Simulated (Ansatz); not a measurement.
I need a ladder of methods at one geometry of H4OSSi2, SMILES O[SiH]1[SiH2]S1. Use the Python package of Ansatz (0.2.0). Settings (for the species named): MP2, cc-pVDZ basis, multiplicity 1. The script varies method: mp2, ccsd, ccsd_t.

```xyz
8

O     0.0211    1.9159   -0.6193
Si   -0.1595    0.7733    0.5117
Si    0.6776   -1.2460    0.1190
S    -1.2104   -0.7390   -0.4843
H    -0.6002    1.8252   -1.4225
H    -0.8994    1.1847    1.7326
H     1.5696   -1.4911   -1.0716
H     0.6934   -2.2801    1.1786
```

The script, `h4ossi2.py`:
```python
# -*- coding: utf-8 -*-
"""H4OSSi2 at several levels of theory."""

import ansatz as az

GEOMETRY = """
O     0.02110    1.91590   -0.61930
Si   -0.15950    0.77330    0.51170
Si    0.67760   -1.24600    0.11900
S    -1.21040   -0.73900   -0.48430
H    -0.60020    1.82520   -1.42250
H    -0.89940    1.18470    1.73260
H     1.56960   -1.49110   -1.07160
H     0.69340   -2.28010    1.17860
"""

mol = az.Crystal.molecule()
for line in GEOMETRY.strip().splitlines():
    symbol, *xyz = line.split()
    mol = mol.atom(symbol, [float(v) for v in xyz])

model = (
    mol.calculation()
    .basis(gaussian="cc-pVDZ")  # atom-centred Gaussian functions
    .scf(lower_state_search="standard")
)

methods = ["mp2", "ccsd", "ccsd_t"]
reports = [model.correlation(m).run().report for m in methods]
print(f"Hartree-Fock reference {reports[0]['reference_energy_ev'] / 27.211386246:.6f} Ha")
best = reports[-1]["free_energy_ev"] - reports[-1]["reference_energy_ev"]
for method, each in zip(methods, reports):
    gained = each["free_energy_ev"] - each["reference_energy_ev"]
    print(f"{method:8s} total {each['free_energy_ev'] / 27.211386246:.6f} Ha  correlation {gained:9.4f} eV  ({100 * gained / best:.1f} % of the last)")
```

```console
$ python h4ossi2.py
Hartree-Fock reference -1052.624164 Ha
mp2      total -1053.131990 Ha  correlation  -13.8187 eV  (89.5 % of the last)
ccsd     total -1053.174993 Ha  correlation  -14.9888 eV  (97.1 % of the last)
ccsd_t   total -1053.191348 Ha  correlation  -15.4339 eV  (100.0 % of the last)
```

These settings explore the input space; basis and method may be short of convergence. The geometry is a force-field or estimated start, not a minimum of this method, and the basis set is short of its limit. A lower total doesn't mark the better method: functionals have no common bound, and MP2 and coupled cluster aren't variational. Inner cores stay frozen, so this is valence correlation. For Al to Cl the sets with a tight d function, cc-pV(X+d)Z, are usual. Finished in 12 s on 1 thread of Arm Neoverse V1 (shared host), peak memory 0.31 GiB.
